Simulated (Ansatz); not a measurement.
**TiO (quintet): the correlation ladder, def2-SVP**

An exercise on one series of results from a longer session: the logs are not shown, and one member is left open.

Program: Ansatz 0.2.0, Gaussian basis. Level of theory: def2-SVP, core rule «outside noble gas», up to 10 orbitals frozen. These are calculated values, not measurements.

The runs, in order: UHF; CCSD(T) on ROHF; CCSD(T) on UHF; CISD; CCSDT(Q) on ROHF; CCSDT(Q) on UHF; CCSDTQ on ROHF.

17 further runs of the same task are left out: 12 for a known fault of the program, 5 set aside as unsound or not needed.

**What is computed**

The geometry is a PBE0/def2-TZVP stationary point (not a proven minimum).

2 atoms, charge 0, spin multiplicity 5.

Atoms are counted from 1 here; the program's logs count them from 0.

Bond lengths: Ti1–O2 1.899 Å.

The first run:

The input, in.yaml:

```yaml
crystal:
  periodic: [false, false, false]
  atoms:
    - {symbol: Ti, position_ang: [0.000000, 0.000000, 0.000000]}
    - {symbol: O, position_ang: [0.000000, 0.000000, 1.899400]}
basis:
  gaussian: {orbitals: def2-SVP}
magnetization: {spin_polarized: true, initial_magnetization: 4}
hamiltonian: {xc: hf}
output: {orbitals: {seedname: orbitals}}
```

Launch:

```sh
$ ansatz run in.yaml --threads 1 --pin off --events-out ev --progress --plain --max-ram 4096MiB --backend cpu
```

Among the steps run: UHF; CCSD(T) on ROHF; CCSD(T) on UHF; CISD; CCSDT(Q) on ROHF; CCSDT(Q) on UHF; CCSDTQ on ROHF.

One table of the session follows, with a row left open; its other results are not shown here.

```
   method  from RCCSDT(Q) (kJ/mol)
     ROHF                        ?
      UHF                   +499.7
     RMP2                    +67.0
     UMP2                    +61.1
    RCCSD                    +21.7
    UCCSD                    +15.6
 RCCSD(T)                     +9.4
 UCCSD(T)                     +3.5
   RCCSDT                     +3.3
   UCCSDT                     -0.7
RCCSDT(Q)                        0
UCCSDT(Q)                     -2.9
  RCCSDTQ                     -1.3
```

**Question.** Estimate the row for ROHF.

As computed: from RCCSDT(Q) (kJ/mol): +514.8. In the column «from RCCSDT(Q) (kJ/mol)» it is the highest.

Not comparable, so not listed: CISD (they don't share determinant, frozen orbitals or solution with the rows shown, or repeat one).

Caveats from the session: The report flags that the cluster equations may have other roots. The program flags RCCSDTQ as in doubt, so those rows may rest on another solution; read them beside their warnings. Restricted and unrestricted rows rest on different reference determinants; where their highest levels disagree by more than a few hundredths of an eV, they describe different states and don't form one ladder.
